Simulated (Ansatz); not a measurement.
**Cu (Copper): how the settings move a relaxation**

Question: which choices in the input matter for Cu (Copper)?

Method: reference: DFT, r2SCAN, PAW with Ansatz's default frozen-core files, scalar-relativistic; relaxation of cell and atoms, in Ansatz 0.2.0.

## (1) The starting structure

Symmetry: Fm-3m, No. 225, cubic system. The conventional cell has a = 3.577 Å, b = 3.577 Å, c = 3.577 Å, α = 90.00°, β = 90.00°, γ = 90.00°. Cu (site symmetry m-3m) has 12 Cu at 2.53 Å as nearest neighbours.

Coordinates:

```cif
data_structure
_symmetry_space_group_name_H-M 'Fm-3m'
_symmetry_Int_Tables_number 225
_cell_length_a 3.5770
_cell_length_b 3.5770
_cell_length_c 3.5770
_cell_angle_alpha 90.000
_cell_angle_beta 90.000
_cell_angle_gamma 90.000
_cell_volume 45.77
loop_
_atom_site_label
_atom_site_type_symbol
_atom_site_symmetry_multiplicity
_atom_site_Wyckoff_symbol
_atom_site_fract_x
_atom_site_fract_y
_atom_site_fract_z
_atom_site_occupancy
Cu1 Cu 4 a 0.00000 0.00000 0.00000 1
```

## (2) Baseline

Contents of input.yaml:

```yaml
crystal:
  lattice:
    - [0.0, 1.78849575305, 1.78849575305]
    - [1.78849575305, 0.0, 1.78849575305]
    - [1.78849575305, 1.78849575305, 0.0]
  atoms:
    - { symbol: Cu, position: [0.0, 0.0, 0.0] }
kpoints:
  mp_grid: { grid: [26, 26, 26] }
scf:
  occupations: { method: fermi_dirac, width: 0.1 }
hamiltonian:
  xc: r2scan
  pseudopotentials: { kind: paw }
relax:
  f_tol: 0.002
  max_steps: 80
  cell: { p_target: 20 }
output:
  forces: true
  stress: true
  write_density: true
  write_potential: true
  elf: true
  volumetric_format: npy
```

On the command line:

```console
$ ansatz run input.yaml --threads 1 --pin off --max-ram 2560MiB --backend cpu --events-out ev --progress --plain --runs-dir out
```

Excerpt of the output:

```text
[...]
Basis set: ecut = 500 eV, 283 PW (Γ), exchange–correlation on 80×80×80 points (64 copies of the dense FFT grid, shifted against one another)
[...]
k-points: 511 of 17576
[...]
SCF iter   1: F=—  HF=-6631.261056 eV  |F-HF|=—  |Δ(HF+E_count)|=         —  Δρ=4.02e-2  dr2=1.01e-1  dr2_τ=7.54e-4  ethr=1.77e-3  ⟨swp⟩=5.1  Hψ=35639  notcnv=0
preconditioner: auto → none  [metal: Δε(μ)=0.028 eV  Ē_g=18.355 eV  σ=0.100 eV  W_gap=0.07  n_scr=0 (ndim 8)  ℏωp=36.4 eV  f_vac=0.000  D(μ)=0.25/eV (n_scr^D=0)]
SCF iter   2: F=—  HF=-6631.272205 eV  |F-HF|=—  |Δ(HF+E_count)|=   1.11e-2  Δρ=3.90e-2  dr2=9.33e-2  dr2_τ=1.08e-3  ethr=5.31e-4  ⟨swp⟩=2.7  Hψ=16742  notcnv=0  defer=80
[...]
relax step   1: F+E_penalty+E_count = -6631.24282813 eV  Δ(F+E_penalty+E_count) = +0.000e0 eV  max|allowed force component| = 0.000e0 eV/Å  Δτ_max = 0.0000 Å  P = -0.030 GPa  Ω = 11.442 Å³  (7 SCF iters, dr2 threshold 1.00e-7 eV, accepted)
[...]
relax step   2: F+E_penalty+E_count = -6631.22015356 eV  Δ(F+E_penalty+E_count) = +2.267e-2 eV  max|allowed force component| = 0.000e0 eV/Å  Δτ_max = 0.0000 Å  P = +11.608 GPa  Ω = 10.764 Å³  energy of the carried Pulay correction = +3.666e-4 eV  (8 SCF iters,
[...]
Basis set: ecut = 500 eV, 259 PW (Γ), exchange–correlation on 80×80×80 points (64 copies of the dense FFT grid, shifted against one another)
[...]
relax step   3: F+E_penalty+E_count = -6631.17507742 eV  Δ(F+E_penalty+E_count) = +4.508e-2 eV  max|allowed force component| = 0.000e0 eV/Å  Δτ_max = 0.0000 Å  P = +21.731 GPa  Ω = 10.323 Å³  energy of the carried Pulay correction = +6.173e-4 eV  (8 SCF iters,
[...]
relax step   4: F+E_penalty+E_count = -6631.18395981 eV  Δ(F+E_penalty+E_count) = -8.882e-3 eV  max|allowed force component| = 0.000e0 eV/Å  Δτ_max = 0.0000 Å  P = +19.999 GPa  Ω = 10.391 Å³  energy of the carried Pulay correction = +5.776e-4 eV  (7 SCF iters,
Basis set: ecut = 500 eV, 259 PW (Γ), exchange–correlation on 72×72×72 points (64 copies of the dense FFT grid, shifted against one another)
[...]
relax step   5: F+E_penalty+E_count = -6631.18357700 eV  Δ(F+E_penalty+E_count) = +3.828e-4 eV  max|allowed force component| = 0.000e0 eV/Å  Δτ_max = 0.0000 Å  P = +19.948 GPa  Ω = 10.391 Å³  stress off target by 5.17e-2 GPa  SCF on the basis re-selected at th
[...]
relax step   6: F+E_penalty+E_count = -6631.18332131 eV  Δ(F+E_penalty+E_count) = +2.557e-4 eV  max|allowed force component| = 0.000e0 eV/Å  Δτ_max = 0.0000 Å  P = +19.999 GPa  Ω = 10.389 Å³  energy of the carried Pulay correction = +1.268e-6 eV  (3 SCF iters,
[...]
SCF iter   4: F=—  HF=-6631.183317 eV  |F-HF|=—  |Δ(HF+E_count)|=  3.87e-10  Δρ=1.91e-6  dr2=1.30e-10  dr2_τ=1.07e-12  ethr=1.71e-12  ⟨swp⟩=2.0  Hψ=9991  notcnv=0
SCF iter   5: F=-6631.183317 eV  HF=-6631.183317 eV  |F-HF|=0.00e0  |Δ(HF+E_count)|=  1.34e-10  Δρ=2.17e-7  dr2=2.53e-12  dr2_τ=4.37e-14  ethr=1.00e-12  ⟨swp⟩=3.8  Hψ=30610  notcnv=0
[...]
relax step   7: F+E_penalty+E_count = -6631.18331726 eV  Δ(F+E_penalty+E_count) = +4.048e-6 eV  max|allowed force component| = 0.000e0 eV/Å  Δτ_max = 0.0000 Å  P = +19.999 GPa  Ω = 10.389 Å³  stress off target by 6.82e-4 GPa  SCF on the basis re-selected at th
[...]
SCF converged after 5 iterations
Free energy (F): -6631.183317 eV
[...]
E sigma→0 (E₀):  -6631.179114 eV
[...]
Fermi energy:    19.533704 eV
[...]
  P = ⅓ Tr σ = 19.9993 GPa (199.993 kbar)
[...]
--- Relaxed structure (5 steps of the walk, 5 accepted, 2 SCFs on fresh bases) ---
[...]
```

It took 66 s on 1 thread of Arm Neoverse V2, shared host; peak memory 0.43 GiB.

## (3) Changed: eigensolver.kind davidson, basis.precision f64, accuracy medium

Edit input.yaml of step 2 so:

```diff
@@ -11,2 +11,3 @@
   occupations: { method: fermi_dirac, width: 0.1 }
+  eigensolver: { kind: davidson }
 hamiltonian:
@@ -21,5 +22,4 @@
   stress: true
-  write_density: true
-  write_potential: true
-  elf: true
-  volumetric_format: npy
+basis:
+  precision: f64
+accuracy: medium
```

On the command line:

```console
$ ansatz run input.yaml --threads 1 --pin off --max-ram 2560MiB --backend cpu --events-out ev --progress --plain --runs-dir out
```

Log:

```text
Engine: ansatz 0.2.0
Pseudopotentials: kind: paw
Pseudopotential: Cu, paw, valence charge 19, recommended cutoff 500 eV (meta_gga), Cu.paw.azcp
Functional definition: r2SCAN
  parameter k0 = 0.174
  parameter k1 = 0.065
  parameter a1 = 4.9479
  exchange = r2scan_x(k0 = k0, k1 = k1, a1 = a1)
  correlation = r2scan_c
Crystal: 1 atoms, lattice volume = 11.442 Å³
Basis set: ecut = 500 eV, 283 PW (Γ), exchange–correlation on 80×80×80 points (64 copies of the dense FFT grid, shifted against one another)
Bands: 14, of which v1, the nominal top of the filled ones, is band 10 counted from 1 (9 counted from 0)
Symmetry: 48 space group operations
Space group: Fm-3m (ITA 225), of the structure as read, at distance tolerance 2.3e-5 Å
k-points: 511 of 17576
Non-local potential: Cu, projectors of the file, l = 0: 3, l = 1: 2, l = 2: 3, l = 3: 1
PAW form: soft (Blöchl's): semilocal exchange-correlation on the pseudo side does not see the compensation charge
PAW frozen core: Cu, regenerated for the run's functional (the file was generated under x = pbe(κ = 0.804, μ = 0.2195149727645171), c = pbe(β = 0.06672455060314922))
PAW one-centre angular grid: Cu, 590 points (default); XC on 160 Gauss nodes
Initial density: superposition of atomic densities (neutral atoms: chi_scale 0, normalization atom), corrected by the library's trained network
Initial wavefunctions: pseudopotential atomic-orbital guess
Functional: x = r2scan, c = r2scan; τ floored in thin density (d = 2e-4 eV/Å³)
SCF iter   1: F=—  HF=-6631.261105 eV  |F-HF|=—  |Δ(HF+E_count)|=         —  Δρ=4.02e-2  dr2=1.01e-1  dr2_τ=7.59e-4  ethr=1.77e-3  ⟨swp⟩=7.2  Hψ=32512  notcnv=0
preconditioner: auto → none  [metal: Δε(μ)=0.028 eV  Ē_g=18.356 eV  σ=0.100 eV  W_gap=0.07  n_scr=0 (ndim 8)  ℏωp=36.4 eV  f_vac=0.000  D(μ)=0.25/eV (n_scr^D=0)]
SCF iter   2: F=—  HF=-6631.272328 eV  |F-HF|=—  |Δ(HF+E_count)|=   1.12e-2  Δρ=3.90e-2  dr2=9.31e-2  dr2_τ=1.10e-3  ethr=5.31e-4  ⟨swp⟩=3.6  Hψ=19725  notcnv=0  defer=1
iter 3 solved again at ethr=5.79e-6 eV; its pass at ethr=4.90e-4 eV (dr2=1.10e-3 eV) is discarded
SCF iter   3: F=—  HF=-6631.242917 eV  |F-HF|=—  |Δ(HF+E_count)|=   2.94e-2  Δρ=4.59e-3  dr2=1.37e-3  dr2_τ=8.58e-6  ethr=5.79e-6  ⟨swp⟩=3.7  Hψ=30034  notcnv=0
eigensolver tolerance schedule calibrated: the retry pair's looser diagonalisation under-reported the residual by θ = 0.20 (0.10/decade); ethr = c·dr2/N_el runs at the constant in force after the calibration composes with the one it found (an armed cap, an earlier calibration), c = 9.7e-2
SCF iter   4: F=—  HF=-6631.242818 eV  |F-HF|=—  |Δ(HF+E_count)|=   9.85e-5  Δρ=3.28e-4  dr2=9.59e-6  dr2_τ=1.86e-7  ethr=5.79e-6  ⟨swp⟩=2.2  Hψ=12188  notcnv=0
SCF iter   5: F=—  HF=-6631.242825 eV  |F-HF|=—  |Δ(HF+E_count)|=   7.00e-6  Δρ=1.34e-4  dr2=1.45e-6  dr2_τ=4.03e-8  ethr=4.90e-8  ⟨swp⟩=3.6  Hψ=15481  notcnv=0
SCF iter   6: F=—  HF=-6631.242829 eV  |F-HF|=—  |Δ(HF+E_count)|=   3.10e-6  Δρ=7.39e-5  dr2=2.89e-7  dr2_τ=1.45e-8  ethr=7.43e-9  ⟨swp⟩=4.0  Hψ=18635  notcnv=0
SCF iter   7: F=—  HF=-6631.242828 eV  |F-HF|=—  |Δ(HF+E_count)|=   3.04e-7  Δρ=3.01e-5  dr2=4.66e-8  dr2_τ=7.98e-10  ethr=1.48e-9  ⟨swp⟩=3.0  Hψ=14769  notcnv=0
SCF iter   8: F=-6631.242828 eV  HF=-6631.242828 eV  |F-HF|=2.84e-8  |Δ(HF+E_count)|=   6.84e-8  Δρ=1.12e-5  dr2=6.96e-9  dr2_τ=8.46e-11  ethr=2.38e-10  ⟨swp⟩=3.3  Hψ=16480  notcnv=0
SCF 1 converged in 8 iterations: F = -6631.242828 eV  dr2 = 6.96e-9
  Residual-converged pass: ⟨swp⟩=2.1  Hψ=10947  notcnv=0  max |occ|·‖R‖ = 6.6e-6 eV (tolerance 6.7e-6 eV)  dr2=7.01e-9  dr2_τ=8.71e-11  dr2_onsite=3.15e-8  max |Δocc| = 5.3e-11
relax step   1: F+E_penalty+E_count = -6631.24282811 eV  Δ(F+E_penalty+E_count) = +0.000e0 eV  max|allowed force component| = 0.000e0 eV/Å  Δτ_max = 0.0000 Å  P = -0.030 GPa  Ω = 11.442 Å³  (8 SCF iters, dr2 threshold 1.00e-7 eV, accepted)
Crystal: 1 atoms, lattice volume = 10.764 Å³
Initial density: handed on by an earlier stage of this run
Initial wavefunctions: those handed on with the density
iter 1 solved again at ethr=1.45e-4 eV; its pass at ethr=1.00e-1 eV (dr2=2.75e-2 eV) is discarded
SCF iter   1: F=—  HF=-6631.166645 eV  |F-HF|=—  |Δ(HF+E_count)|=         —  Δρ=2.73e-2  dr2=4.85e-2  dr2_τ=4.15e-2  ethr=1.45e-4  ⟨swp⟩=4.1  Hψ=37307  notcnv=0
eigensolver tolerance schedule calibrated: the retry pair's looser diagonalisation under-reported the residual by θ = 0.43 (0.15/decade); ethr = c·dr2/N_el runs at the constant in force after the calibration composes with the one it found (an armed cap, an earlier calibration), c = 4.3e-2
preconditioner: auto → none  [metal: Δε(μ)=0.018 eV  Ē_g=18.871 eV  σ=0.100 eV  W_gap=0.05  n_scr=0 (ndim 8)  ℏωp=37.5 eV  f_vac=0.000  D(μ)=0.27/eV (n_scr^D=0)]
SCF iter   2: F=—  HF=-6631.238962 eV  |F-HF|=—  |Δ(HF+E_count)|=   7.23e-2  Δρ=3.42e-2  dr2=6.40e-2  dr2_τ=5.44e-4  ethr=1.09e-4  ⟨swp⟩=4.0  Hψ=22388  notcnv=0
SCF iter   3: F=—  HF=-6631.221066 eV  |F-HF|=—  |Δ(HF+E_count)|=   1.79e-2  Δρ=8.57e-3  dr2=3.44e-3  dr2_τ=3.75e-5  ethr=1.09e-4  ⟨swp⟩=3.0  Hψ=16819  notcnv=0
iter 4 solved again at ethr=2.62e-8 eV; its pass at ethr=7.74e-6 eV (dr2=1.16e-5 eV) is discarded
SCF iter   4: F=—  HF=-6631.220095 eV  |F-HF|=—  |Δ(HF+E_count)|=   9.71e-4  Δρ=5.44e-4  dr2=1.17e-5  dr2_τ=5.02e-7  ethr=2.62e-8  ⟨swp⟩=3.2  Hψ=31551  notcnv=0
SCF iter   5: F=—  HF=-6631.220165 eV  |F-HF|=—  |Δ(HF+E_count)|=   7.03e-5  Δρ=1.21e-3  dr2=8.06e-5  dr2_τ=2.38e-7  ethr=2.62e-8  ⟨swp⟩=4.0  Hψ=19798  notcnv=0  recentre
SCF iter   6: F=—  HF=-6631.220157 eV  |F-HF|=—  |Δ(HF+E_count)|=   8.53e-6  Δρ=4.53e-4  dr2=1.19e-5  dr2_τ=3.16e-8  ethr=2.62e-8  ⟨swp⟩=3.6  Hψ=15487  notcnv=0
SCF iter   7: F=-6631.220155 eV  HF=-6631.220155 eV  |F-HF|=1.78e-9  |Δ(HF+E_count)|=   1.97e-6  Δρ=6.63e-6  dr2=2.46e-9  dr2_τ=9.93e-11  ethr=2.62e-8  ⟨swp⟩=2.0  Hψ=26781  notcnv=0
SCF 2 converged in 7 iterations: F = -6631.220155 eV  dr2 = 2.46e-9
  Residual-converged pass: ⟨swp⟩=3.1  Hψ=16074  notcnv=0  max |occ|·‖R‖ = 6.7e-6 eV (tolerance 6.7e-6 eV)  dr2=1.93e-9  dr2_τ=1.19e-10  dr2_onsite=7.69e-10  max |Δocc| = 1.8e-11
relax step   2: F+E_penalty+E_count = -6631.22015463 eV  Δ(F+E_penalty+E_count) = +2.267e-2 eV  max|allowed force component| = 0.000e0 eV/Å  Δτ_max = 0.0000 Å  P = +11.609 GPa  Ω = 10.764 Å³  energy of the carried Pulay correction = +3.665e-4 eV  (7 SCF iters, dr2 threshold 1.00e-7 eV, accepted)
Crystal: 1 atoms, lattice volume = 10.323 Å³
Basis set: ecut = 500 eV, 259 PW (Γ), exchange–correlation on 80×80×80 points (64 copies of the dense FFT grid, shifted against one another)
iter 1 solved again at ethr=6.20e-5 eV; its pass at ethr=1.00e-1 eV (dr2=1.18e-2 eV) is discarded
SCF iter   1: F=—  HF=-6631.149768 eV  |F-HF|=—  |Δ(HF+E_count)|=         —  Δρ=1.89e-2  dr2=2.22e-2  dr2_τ=2.02e-2  ethr=6.20e-5  ⟨swp⟩=4.1  Hψ=37911  notcnv=0
eigensolver tolerance schedule calibrated: the retry pair's looser diagonalisation under-reported the residual by θ = 0.47 (0.15/decade); ethr = c·dr2/N_el runs at the constant in force after the calibration composes with the one it found (an armed cap, an earlier calibration), c = 4.7e-2
preconditioner: auto → none  [metal: Δε(μ)=0.016 eV  Ē_g=19.450 eV  σ=0.100 eV  W_gap=0.04  n_scr=0 (ndim 8)  ℏωp=38.3 eV  f_vac=0.000  D(μ)=0.26/eV (n_scr^D=0)]
SCF iter   2: F=—  HF=-6631.183453 eV  |F-HF|=—  |Δ(HF+E_count)|=   3.37e-2  Δρ=2.32e-2  dr2=2.79e-2  dr2_τ=2.62e-4  ethr=5.46e-5  ⟨swp⟩=4.0  Hψ=21221  notcnv=0
SCF iter   3: F=—  HF=-6631.175438 eV  |F-HF|=—  |Δ(HF+E_count)|=   8.01e-3  Δρ=5.69e-3  dr2=1.41e-3  dr2_τ=1.41e-5  ethr=5.46e-5  ⟨swp⟩=3.0  Hψ=16566  notcnv=0
iter 4 solved again at ethr=1.42e-8 eV; its pass at ethr=3.46e-6 eV (dr2=5.78e-6 eV) is discarded
SCF iter   4: F=—  HF=-6631.175049 eV  |F-HF|=—  |Δ(HF+E_count)|=   3.89e-4  Δρ=4.17e-4  dr2=5.81e-6  dr2_τ=2.38e-7  ethr=1.42e-8  ⟨swp⟩=3.4  Hψ=30700  notcnv=0
SCF iter   5: F=—  HF=-6631.175090 eV  |F-HF|=—  |Δ(HF+E_count)|=   4.13e-5  Δρ=9.70e-4  dr2=4.99e-5  dr2_τ=1.44e-7  ethr=1.42e-8  ⟨swp⟩=4.0  Hψ=19817  notcnv=0  recentre
SCF iter   6: F=—  HF=-6631.175084 eV  |F-HF|=—  |Δ(HF+E_count)|=   6.26e-6  Δρ=3.51e-4  dr2=6.78e-6  dr2_τ=1.78e-8  ethr=1.42e-8  ⟨swp⟩=4.0  Hψ=17132  notcnv=0
SCF iter   7: F=-6631.175083 eV  HF=-6631.175083 eV  |F-HF|=5.68e-10  |Δ(HF+E_count)|=   1.18e-6  Δρ=6.54e-6  dr2=2.37e-9  dr2_τ=1.62e-11  ethr=1.42e-8  ⟨swp⟩=3.0  Hψ=14750  notcnv=0
SCF 3 converged in 7 iterations: F = -6631.175083 eV  dr2 = 2.37e-9
  Residual-converged pass: ⟨swp⟩=3.4  Hψ=16778  notcnv=0  max |occ|·‖R‖ = 6.6e-6 eV (tolerance 6.7e-6 eV)  dr2=1.90e-9  dr2_τ=2.09e-11  dr2_onsite=8.55e-10  max |Δocc| = 1.7e-10
relax step   3: F+E_penalty+E_count = -6631.17508297 eV  Δ(F+E_penalty+E_count) = +4.507e-2 eV  max|allowed force component| = 0.000e0 eV/Å  Δτ_max = 0.0000 Å  P = +21.730 GPa  Ω = 10.323 Å³  energy of the carried Pulay correction = +6.171e-4 eV  (7 SCF iters, dr2 threshold 1.00e-7 eV, accepted)
[... 13 lines left out ...]
relax step   4: F+E_penalty+E_count = -6631.18396277 eV  Δ(F+E_penalty+E_count) = -8.880e-3 eV  max|allowed force component| = 0.000e0 eV/Å  Δτ_max = 0.0000 Å  P = +19.999 GPa  Ω = 10.391 Å³  energy of the carried Pulay correction = +5.775e-4 eV  (7 SCF iters, dr2 threshold 1.00e-7 eV, accepted)
[... 13 lines left out ...]
relax step   5: F+E_penalty+E_count = -6631.18357995 eV  Δ(F+E_penalty+E_count) = +3.828e-4 eV  max|allowed force component| = 0.000e0 eV/Å  Δτ_max = 0.0000 Å  P = +19.948 GPa  Ω = 10.391 Å³  stress off target by 5.23e-2 GPa  SCF on the basis re-selected at this cell (its energy is not comparable with the rows above)  (6 SCF iters)
[... 12 lines left out ...]
relax step   6: F+E_penalty+E_count = -6631.18332144 eV  Δ(F+E_penalty+E_count) = +2.585e-4 eV  max|allowed force component| = 0.000e0 eV/Å  Δτ_max = 0.0000 Å  P = +19.999 GPa  Ω = 10.389 Å³  energy of the carried Pulay correction = +1.282e-6 eV  (4 SCF iters, dr2 threshold 6.85e-9 eV, accepted)
iter 1 solved again at ethr=9.82e-9 eV; its pass at ethr=1.00e-1 eV (dr2=1.87e-6 eV) is discarded
SCF iter   1: F=—  HF=-6631.183317 eV  |F-HF|=—  |Δ(HF+E_count)|=         —  Δρ=2.77e-6  dr2=4.97e-10  dr2_τ=8.88e-11  ethr=9.82e-9  ⟨swp⟩=7.8  Hψ=64695  notcnv=0
SCF iter   2: F=—  HF=-6631.183317 eV  |F-HF|=—  |Δ(HF+E_count)|=   3.57e-9  Δρ=2.97e-6  dr2=2.76e-10  dr2_τ=1.10e-11  ethr=2.62e-12  ⟨swp⟩=4.8  Hψ=22340  notcnv=0
SCF iter   3: F=—  HF=-6631.183317 eV  |F-HF|=—  |Δ(HF+E_count)|=  3.73e-11  Δρ=8.89e-7  dr2=3.95e-11  dr2_τ=1.30e-12  ethr=1.45e-12  ⟨swp⟩=3.0  Hψ=14823  notcnv=0
SCF iter   4: F=—  HF=-6631.183317 eV  |F-HF|=—  |Δ(HF+E_count)|=  1.03e-10  Δρ=8.65e-7  dr2=2.78e-11  dr2_τ=4.26e-13  ethr=1.00e-12  ⟨swp⟩=2.6  Hψ=12539  notcnv=0
SCF iter   5: F=—  HF=-6631.183317 eV  |F-HF|=—  |Δ(HF+E_count)|=  2.46e-11  Δρ=6.29e-7  dr2=1.56e-11  dr2_τ=2.20e-13  ethr=1.00e-12  ⟨swp⟩=2.0  Hψ=12086  notcnv=0
SCF iter   6: F=-6631.183317 eV  HF=-6631.183317 eV  |F-HF|=2.73e-12  |Δ(HF+E_count)|=  3.64e-12  Δρ=2.53e-7  dr2=2.64e-12  dr2_τ=4.44e-14  ethr=1.00e-12  ⟨swp⟩=2.0  Hψ=12086  notcnv=0
SCF 7 converged in 6 iterations: F = -6631.183317 eV  dr2 = 2.64e-12
  Residual-converged pass: ⟨swp⟩=4.0  Hψ=19850  notcnv=0  max |occ|·‖R‖ = 9.9e-9 eV (tolerance 1.0e-8 eV)  dr2=2.56e-12  dr2_τ=4.31e-14  dr2_onsite=2.30e-12  max |Δocc| = 5.1e-13
relax step   7: F+E_penalty+E_count = -6631.18331739 eV  Δ(F+E_penalty+E_count) = +4.054e-6 eV  max|allowed force component| = 0.000e0 eV/Å  Δτ_max = 0.0000 Å  P = +19.999 GPa  Ω = 10.389 Å³  stress off target by 7.11e-4 GPa  SCF on the basis re-selected at this cell (its energy is not comparable with the rows above)  (6 SCF iters)
basis re-selected at this cell: Δ(F+E_penalty+E_count) = +4.054e-6 eV, ΔP = +0.000 GPa vs the last step (what re-selecting the basis moved, of the pressure what is left beyond the Pulay correction that the steps carried, after the strain that the cell walked since its last selection, with what the two solves' SCF thresholds leave and, on support functions, any second-order correction that the steps lacked; it is no measure of the basis error at this ecutwfc). This SCF's stress stands 7.11e-4 GPa from its target on what of the cell is left free (relax.cell.stress_tol is 5.00e-2 GPa) and its largest allowed force component is 0.00e0 eV/Å (relax.f_tol is 2.00e-3 eV/Å): within both
SCF converged after 6 iterations
Free energy (F): -6631.183317 eV
Harris-Foulkes:  -6631.183317 eV  (|F-HF|=2.73e-12)
Internal energy: -6631.174911 eV  (E = F + TS)
E sigma→0 (E₀):  -6631.179114 eV
Entropy (-TS):   -0.008406 eV (-8.406 meV/atom)
Fermi energy:    19.533701 eV
--- Per-component energies (eV) ---
  E_band       = -337.929705
  E_kinetic    = 301.431108
  E_local      = -3821.515455  (includes V_loc(G=0)·N_el)
  E_nonlocal   = 394.608028
  E_hartree    = 1696.923661
  E_xc         = -84.891612
  E_vxc        = -126.350440  (∫ρ·V_xc dr)
  E_paw        = -1677.060371  (= ΣΔE_a)
  E_vpaw       = -489.069576  (= ΣTr[D̂ρ^β])
  E_aug_tail   = 0.000164  (compensation charges beyond the density's cutoff)
  E_vtau       = 9.119277  (kinetic-family band-sum trace: ∫τ·v_τ [+ j·A + Jᵃ·Aᵃ] dr)
  E_ewald      = -3440.369324
  E_core_change = -0.301108  (= ΣΔE_core)
  E_smearing   = -0.008406  (= −TS)
  E_closure    = 0.000000  (closes the sum)
  Σ components = -6631.183317   (vs F -6631.183317, Δ=0.00e0)
--- Forces (eV/Å), atoms counted from 1 ---
  atom   1  Cu     0.00000000     0.00000000    -0.00000000
  max |Σ_I F_I| component: 2.96e-31 eV/Å
--- Stress (GPa, compression-positive) ---
       19.999289       0.000000       0.000000
        0.000000      19.999289       0.000000
        0.000000       0.000000      19.999289
  P = ⅓ Tr σ = 19.9993 GPa (199.993 kbar)
--- Relaxed structure (5 steps of the walk, 5 accepted, 2 SCFs on fresh bases) ---
  F+E_penalty+E_count = -6631.18331739 eV   max|allowed force component| = 0.000e0 eV/Å   (the final SCF, on the basis selected at the relaxed cell)
  cell:  # Å, volume = 10.3894 Å³
    - [2.2187757925199766e-34, 1.7318896590707085, 1.7318896590707085]
    - [1.7318896590707085, 1.8323932900795776e-34, 1.7318896590707085]
    - [1.7318896590707085, 1.7318896590707085, -8.212804238568529e-35]
  atoms:
    - { symbol: Cu, position: [0.0, 0.0, 0.0] }
```

It took 69 s on 1 thread of Arm Neoverse V2, shared host; peak memory 0.39 GiB.

The changed solver and arithmetic precision doesn't alter the result here (within 0.5 meV/atom).

## (4) Comparison

| run | ending | energy change | pressure (GPa) | gap (eV) | force (eV/Å) | cycles | time |
| --- | --- | --- | --- | --- | --- | --- | --- |
| reference | converged | 0 | 20.0 | 0.00 | 0.00 | 44 | 66 s |
| 1: eigensolver.kind davidson, basis.precision f64, accuracy medium | converged | 0.0 meV/atom | 20.0 | 0.00 | 0.00 | 45 | 69 s |

Times don't compare one to one where runs were asked for different outputs or read a saved state (see the inputs); cycles may leave out searches for a lower state.

What this shows: With the changed solver and arithmetic precision the energy agrees within 0.5 meV/atom.
